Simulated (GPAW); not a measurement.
A run of GPAW 26.7.0:

run.py

```python
from ase import Atoms
from ase.dft.bandgap import bandgap
from ase.io import write
from ase.units import GPa
from gpaw import GPAW, PW

atoms = Atoms(['Mo', 'Mo', 'N', 'N', 'N', 'N'],
              cell=[[4.348053, 0.0, 0.0],
                    [0.0, 4.348053, 0.0],
                    [0.0, 0.0, 2.76746]],
              scaled_positions=[[0.0, 0.0, 0.0],
                                [0.5, 0.5, 0.0],
                                [0.611647, 0.888353, 0.5],
                                [0.388353, 0.111647, 0.5],
                                [0.111647, 0.611647, 0.5],
                                [0.888353, 0.388353, 0.5]],
              pbc=True)

calc = GPAW(mode=PW(600),
            xc='LDA',
            kpts={'size': (5, 5, 8), 'gamma': True},
            occupations={'name': 'fermi-dirac', 'width': 0.05},
            nbands=43,
            maxiter=120,
            txt='gpaw.txt')
atoms.calc = calc
energy = atoms.get_potential_energy()
forces = atoms.get_forces()
stress = atoms.get_stress()
calc.write('gs.gpw')
write('result.traj', atoms)
print(f'Energy: {energy:.6f} eV')
print('Forces (eV/A):')
print(forces.round(4))
print('Stress (GPa):', (stress / GPa).round(3))
print('Fermi level:', round(calc.get_fermi_level(), 4), 'eV')
print(f'Gap: {bandgap(calc)[0]:.4f} eV, direct: {bandgap(calc, direct=True)[0]:.4f} eV')
```

Potentials or basis: the program's PAW data sets (release 1.2.1) made for this functional, pw.

The run is started by

```sh
$ OMP_NUM_THREADS=1 python run.py
```

Hardware: 1 thread of Arm Neoverse V1, with other jobs on the host.

Task: Estimate the wall time of this run.

Result: Run time: 54 s on 1 thread of Arm Neoverse V1 (shared host), peak memory 0.2 GiB. Counts: scf iterations 11, plane waves 1779, bands 43, k points 35.
